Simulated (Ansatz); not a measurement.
**RbMg2 under changes of volume**

One of the cells (42.194 Å³/atom); the others are scaled copies at fixed shape and fractional positions:

```
Rb Mg
1.0
     1.92250  -13.62519    0.00000
     1.92250   13.62519    0.00000
     0.00000    0.00000    4.83235
Rb Mg
2 4
Direct
  0.67285 0.32715 0.25000
  0.32715 0.67285 0.75000
  0.45122 0.54878 0.25000
  0.04250 0.95750 0.25000
  0.95750 0.04250 0.75000
  0.54878 0.45122 0.75000
```

The cell comes from a database or a generator and needn't be the stable form of this composition.

- Program: Ansatz 0.2.0
- Functional: PBE
- Potentials or basis: Ansatz PAW
- Cutoff: 420 eV (not typed: the program's choice for these potentials)
- k mesh: 7 × 7 × 6
- Occupations: fermi-dirac, width 0.05 eV
- Spin: no spin polarisation

```tsv
volume (Å³/atom)	energy over the lowest point (meV/atom)	pressure (GPa)	largest force (eV/Å)
39.662	7.11	0.9	0.105
40.506	?	?	?
41.350	0.82	0.3	0.043
42.194	0.00	0.0	0.057
43.037	0.53	-0.2	0.070
43.881	2.29	-0.4	0.083
44.725	5.15	-0.6	0.094
```

Problem. What does the run at 40.506 Å³/atom give?

Solution. Energy over the lowest point 3.14 meV/atom; pressure 0.6 GPa; largest force 0.073 eV/Å.

Worked out: A Birch-Murnaghan fit of order 3 (a polynomial in V^(-2/3)) to the other rows has its minimum at 42.27 Å³/atom with B0 = V·E''(V) = 12.7 GPa and B' = 4.0 at fixed shape and positions, which overstates the stiffness. It gives 3.14 meV/atom at 40.506 Å³/atom, against the run's 3.14, and -dE/dV = 0.6 GPa, against 0.6.

Energies are extrapolated to zero smearing.
